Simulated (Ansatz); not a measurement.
# HfSi+ (sextet): wave-function methods side by side at distance Hf1–Si2 = 5.462 Å, def2-SVP

The task here is to estimate one member of a computed series from the others.

The runs use Ansatz 0.2.0, Gaussian basis; def2-SVP, core rule «outside noble gas», up to 9 orbitals frozen.

To be run: UHF; CCSD(T) on ROHF; CCSD(T) on UHF; CISD as a restricted active space (open shells left free, so some higher excitations enter); CCSDT(Q) on ROHF; CCSDT(Q) on UHF; CASSCF and MRCISD+Q, 7 electrons in 7 orbitals; CASSCF and NEVPT2, 7 electrons in 7 orbitals.

34 further runs of the same task are left out: 20 for a known fault of the program, 14 that didn't finish. Runs told in other sessions of the task aren't counted.

**What is computed**

The geometry derives from a PBE0/def2-TZVP stationary point (not a proven minimum). One bond is set to the value named and the two fragments are kept rigid. No spin-orbit coupling is included. Elements past krypton take def2 core potentials.

2 atoms, charge 1, spin multiplicity 6.

Atoms are counted from 1 here; the program's logs count them from 0.

No contacts short enough for the rule that draws bonds.

The first run:

in.yaml

```yaml
crystal:
  periodic: [false, false, false]
  atoms:
    - {symbol: Hf, position_ang: [0.000000, 0.000000, 0.000000]}
    - {symbol: Si, position_ang: [0.000000, 0.000000, 5.462000]}
basis:
  gaussian: {orbitals: def2-SVP}
total_charge: 1
magnetization: {spin_polarized: true, initial_magnetization: 5}
hamiltonian: {xc: hf}
output: {orbitals: {seedname: orbitals}}
```

On the command line:

```
$ ansatz run in.yaml --threads 1 --pin off --events-out ev --progress --plain --max-ram 4096MiB --backend cpu
```

Among the steps run: UHF; CCSD(T) on ROHF; CCSD(T) on UHF; CISD as a restricted active space (open shells left free, so some higher excitations enter); CCSDT(Q) on ROHF; CCSDT(Q) on UHF; CASSCF and MRCISD+Q, 7 electrons in 7 orbitals; CASSCF and NEVPT2, 7 electrons in 7 orbitals.

One of the session's tables, all rows but one given; the rest of the session is left out.

```
       method  from RCCSDT(Q) (kJ/mol)
         ROHF                   +203.0
          UHF                   +184.8
         RMP2                    +59.1
         UMP2                    +49.1
         CISD                        ?
        RCCSD                     +4.2
        UCCSD                     -5.3
     RCCSD(T)                     +1.2
     UCCSD(T)                     -8.1
       RCCSDT                     +0.1
       UCCSDT                     -9.1
    RCCSDT(Q)                        0
    UCCSDT(Q)                     -9.2
  CASSCF pair                   +168.6
  NEVPT2 pair                    +51.5
  MRCISD pair                     +7.3
MRCISD+Q pair                     -1.1
```

Q: Estimate the row for CISD from the others.

As computed: from RCCSDT(Q) (kJ/mol): +8.0. In the column «from RCCSDT(Q) (kJ/mol)» it lies between MRCISD pair (+7.3) and UMP2 (+49.1).

Limits of these values: Restricted and unrestricted rows rest on different reference determinants; a gap between their highest levels can come from leftover correlation error, from unlike frozen cores or from another state.
